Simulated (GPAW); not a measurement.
The system is PtSe.

```
Pt Se
1.0
     3.70187    0.00000    0.00000
    -1.85094    3.20591    0.00000
     0.00000    0.00000    3.61284
Pt Se
1 1
Direct
  0.00000 0.00000 0.00000
  0.66667 0.33333 0.50000
```

The cell comes from a database or a generator and needn't be the stable form of this composition.

Base run:

- Program: GPAW 26.7.0
- Functional: PW91
- Potentials or basis: PAW data sets generated in the run's folder for this functional
- Cutoff: 600 eV
- Basis: pw
- k mesh: 8 × 8 × 7
- Occupations: fermi-dirac, width 0.05 eV
- Spin: no spin polarisation

Its results: band gap on the k mesh none (metal or under the smearing width); pressure -11.2 GPa.

Question: The run is repeated on the same cell with these changes: functional from PW91 to AM05. What comes out?

Answer: Band gap on the k mesh none (metal or under the smearing width); pressure -16.2 GPa.

AM05 binds more tightly than PW91, so the same cell stands under less pressure.
